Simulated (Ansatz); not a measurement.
# Cl₂H₂OSTi: how energies converge with the basis set

One table from this session's results is given with a row withheld; the runs are named, their logs left out.

Method: one geometry, several basis sets; program: Ansatz 0.2.0, Gaussian basis.

The runs, in order: PBE0-D4/def2-SVP; ωB97M-V/def2-SVP; PBE0-D4/def2-QZVPP; ωB97M-V/def2-QZVPP; the functionals' def2-TZVPP values are taken from earlier runs.

### The relaxed structure

The geometry comes from an earlier relaxation with PBE0-D4 in a triple-zeta def2 set; it is a stationary point, not always the lowest conformer.

SMILES `[OH][Ti]([SH])([Cl])[Cl]`, 7 atoms, charge 0, spin multiplicity 1.

Atoms are counted from 1 here; the program's logs count them from 0.

Bond lengths: O1–Ti2 1.744 Å, O1–H6 0.958 Å, Ti2–S3 2.268 Å, Ti2–Cl4 2.192 Å, Ti2–Cl5 2.187 Å, S3–H7 1.349 Å. Angles: Ti2–O1–H6 149.2°, O1–Ti2–S3 104.3°, O1–Ti2–Cl4 112.2°, O1–Ti2–Cl5 111.5°, S3–Ti2–Cl4 109.9°, S3–Ti2–Cl5 109.5°, Cl4–Ti2–Cl5 109.4°, Ti2–S3–H7 90.9°.

Coordinates:

```xyz
7
Cl2H2OSTi
O    -1.3773    0.5587    0.8623
Ti   -0.1351    0.0385   -0.2459
S     1.3777   -1.0258    1.0661
Cl   -0.9056   -1.3416   -1.7641
Cl    0.8230    1.7398   -1.2321
H    -1.8639    1.2723    1.2758
H     2.1424   -1.3099   -0.0079
```

Set-up of the first run:

in.yaml

```yaml
crystal:
  periodic: [false, false, false]
  atoms:
    - {symbol: O, position_ang: [-1.377256, 0.558724, 0.862312]}
    - {symbol: Ti, position_ang: [-0.135150, 0.038460, -0.245948]}
    - {symbol: S, position_ang: [1.377743, -1.025817, 1.066147]}
    - {symbol: Cl, position_ang: [-0.905632, -1.341578, -1.764128]}
    - {symbol: Cl, position_ang: [0.822958, 1.739801, -1.232058]}
    - {symbol: H, position_ang: [-1.863899, 1.272273, 1.275840]}
    - {symbol: H, position_ang: [2.142436, -1.309863, -0.007864]}
basis:
  gaussian: {orbitals: def2-SVP}
hamiltonian: {xc: pbe0, dispersion: d4}
output: {orbitals: {seedname: orbitals}}
```

Among the steps run: PBE0-D4 in def2-SVP; ωB97M-V in def2-SVP; PBE0-D4 in def2-QZVPP; ωB97M-V in def2-QZVPP.

One table of the session follows, with a row left open; its other results are not shown here.

It belongs to the step «Functionals by basis». 

| functional | basis | HOMO (eV) | LUMO (eV) |
| --- | --- | --- | --- |
| PBE0-D4 | def2-SVP | -7.85 | -2.89 |
| PBE0-D4 | def2-TZVPP | -7.97 | -2.91 |
| PBE0-D4 | def2-QZVPP | ? | ? |
| ωB97M-V | def2-SVP | -9.90 | -0.66 |
| ωB97M-V | def2-TZVPP | -10.07 | -0.75 |
| ωB97M-V | def2-QZVPP | -10.11 | -0.80 |

Q: Estimate the row for PBE0-D4, def2-QZVPP from the others.

As computed: HOMO (eV): -7.99; LUMO (eV): -2.94. In the column «HOMO (eV)» it lies between ωB97M-V, def2-SVP (-9.90) and PBE0-D4, def2-TZVPP (-7.97).
